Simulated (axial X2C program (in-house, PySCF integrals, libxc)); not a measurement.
# A two-component session on TeF: EOM-EA-CCSD levels

Aim: EOM-EA-CCSD levels of TeF, with spin–orbit coupling in the Hamiltonian from the start.

Program: an in-house X2C program for linear molecules on PySCF integrals. Level of theory: two-component X2C with atomic mean-field terms, Te dyall-acv3z, F dyall-av3z. These are calculated values, not measurements.

## 1. Set-up

File task.json:

```json
{
 "zs": [
  52,
  9
 ],
 "q": 0,
 "bas": [
  "dyall-acv3z",
  "dyall-av3z"
 ],
 "r0": 2.0,
 "eom": "ea",
 "thr": -1.0,
 "nmax": 92,
 "grid": [
  1,
  0.96,
  1.045,
  0.92,
  1.09,
  1.15
 ]
}
```

Keys: zs atomic numbers; q charge; bas basis sets; r0 starting distance in Å; eom kind of EOM run; thr threshold in hartree for freezing inner shells (an s shell follows its p shell); nmax most natural virtual spinors; grid distances as factors.

Launch:

```
> python soeom.py task.json out
```

Nuclei are Gaussian, cores are contracted, and the Gaunt term is on.

## 2. EOM-EA-CCSD at 1.916 Å

Reference: the closed shell TeF⁺; 12 electrons correlated, 92 virtual spinors; roots sought by Ω: 1/2: 5, 3/2: 4, 5/2: 2, 7/2: 1.

Output:

```text
two-component X2C + atomic mean field  HF
basis functions 194  fitting functions 973  grid points 5080
iter        total energy     max residual
   1      -6887.282452669     2.11e-01
   2      -6887.311032083     8.50e-03
   3      -6887.312244323     6.36e-03
   4      -6887.312876106     1.44e-03
   5      -6887.312972842     7.84e-04
   6      -6887.312995274     2.97e-04
   7      -6887.313001879     1.70e-04
   8      -6887.313003588     5.40e-05
   9      -6887.313003824     2.72e-05
  10      -6887.313003869     1.45e-05
  11      -6887.313003884     5.44e-06
  12      -6887.313003887     1.11e-06
  13      -6887.313003887     2.12e-07
converged
one-electron -9689.05792704  Coulomb 2861.08825138  exact exchange -184.54813313  xc functional 0.00000000  nuclear repulsion 129.25622897  atomic mean-field constant -4.05142407
correlated 12  virtual 282  natural virtual 92  E(MP2) -0.378058956  MP2 remainder -0.053856270
iter   CCSD correlation   residual
   1     -0.320228606   1.84e-01
   2     -0.332516728   1.15e-01
   3     -0.340081236   7.13e-02
   4     -0.341389553   4.63e-02
   5     -0.342612367   2.93e-02
   6     -0.343238261   1.26e-02
   7     -0.343289614   5.44e-03
   8     -0.343319004   2.38e-03
   9     -0.343354723   1.23e-03
  10     -0.343340559   5.35e-04
  11     -0.343338485   1.93e-04
  12     -0.343334572   8.75e-05
  13     -0.343333862   4.45e-05
  14     -0.343333786   2.53e-05
  15     -0.343333525   1.77e-05
  16     -0.343333337   1.20e-05
  17     -0.343333005   6.79e-06
  18     -0.343332906   4.03e-06
  19     -0.343332721   2.63e-06
  20     -0.343332688   1.47e-06
  21     -0.343332667   7.54e-07
  22     -0.343332662   3.94e-07
(T) -0.015068752  T1 0.0325  D1 0.0653  max T2 0.314
EOM-EA-CCSD roots
2*Omega      energy/Eh   energy/eV  one-particle weight
    1      -0.25099338     -6.8299      0.825
    1      -0.24434684     -6.6490      0.055
    1      -0.14327864     -3.8988      0.025
    1      -0.12162913     -3.3097      0.976
    1      -0.08254661     -2.2462      0.982
    3      -0.33486513     -9.1121      0.951
    3      -0.17957282     -4.8864      0.000
    3      -0.13345067     -3.6314      0.008
    3      -0.07688608     -2.0922      0.981
    5      -0.12827273     -3.4905      0.001
    5      -0.05085729     -1.3839      0.861
    7      -0.01179401     -0.3209      0.000
```

T1 in the output is the amplitude norm over the root of the electron number; divide by √2 for the Lee–Taylor value.

| Ω | binding energy (eV) | above lowest (cm⁻¹) | spinor | weight |
| --- | --- | --- | --- | --- |
| 3/2 | 9.112 | 0 | 89% Te pπ | 0.95 |
| 1/2 | 6.830 | 18410 | 60% Te pσ, 16% Te dσ, 12% F pσ | 0.82 |
| 1/2 | 3.310 | 46800 | 88% Te sσ, 6% Te pσ | 0.98 |
| 1/2 | 2.246 | 55380 | 92% Te pπ | 0.98 |
| 3/2 | 2.092 | 56620 | 94% Te pπ | 0.98 |
| 5/2 | 1.384 | 62330 | 99% Te dδ | 0.86 |

Run time: 41 s. Hardware: 1 thread of Intel Xeon Platinum 8488C (Sapphire Rapids), shared host; peak memory 0.8 GiB.

## 3. EOM-EA-CCSD at 1.839 Å

| Ω | binding energy (eV) | above lowest (cm⁻¹) | spinor | weight |
| --- | --- | --- | --- | --- |
| 3/2 | 8.953 | 0 | 88% Te pπ, 6% F pπ | 0.95 |
| 1/2 | 6.428 | 20360 | 59% Te pσ, 18% Te dσ, 10% F pσ | 0.63 |
| 1/2 | 3.272 | 45820 | 88% Te sσ, 6% Te pσ | 0.97 |
| 1/2 | 2.227 | 54250 | 93% Te pπ | 0.98 |
| 3/2 | 2.075 | 55470 | 94% Te pπ | 0.98 |
| 5/2 | 1.350 | 61320 | 99% Te dδ | 0.86 |

Run time: 40 s. Hardware: 1 thread of Intel Xeon Platinum 8488C (Sapphire Rapids), shared host; peak memory 0.83 GiB.

## 4. EOM-EA-CCSD at 2.002 Å

| Ω | binding energy (eV) | above lowest (cm⁻¹) | spinor | weight |
| --- | --- | --- | --- | --- |
| 3/2 | 9.278 | 0 | 91% Te pπ | 0.95 |
| 1/2 | 7.220 | 16600 | 61% Te pσ, 14% Te dσ, 14% F pσ | 0.90 |
| 1/2 | 3.348 | 47830 | 87% Te sσ, 7% Te pσ | 0.98 |
| 1/2 | 2.269 | 56520 | 92% Te pπ | 0.98 |
| 3/2 | 2.113 | 57790 | 94% Te pπ | 0.98 |
| 5/2 | 1.425 | 63340 | 99% Te dδ | 0.86 |

It took 39 s on 1 thread of Intel Xeon Platinum 8488C (Sapphire Rapids), shared host; peak memory 0.83 GiB.

## 5. Results

```
                     quantity                             value
       lowest root at 1.916 Å                 Ω = 3/2, 9.112 eV
next root led by one particle  Ω = 1/2, about 18410 cm⁻¹ higher
          T1 of the reference                             0.023
```

In words: The added electron is bound by 9.11 eV in a spinor of 89% Te pπ. Errors of 0.1 to 0.3 eV are usual at this size, and roots led by higher excitations are left out, so the list is incomplete, and low states of that kind can be missing. T1 or the largest double amplitude of the reference is raised, which lowers the reliability.
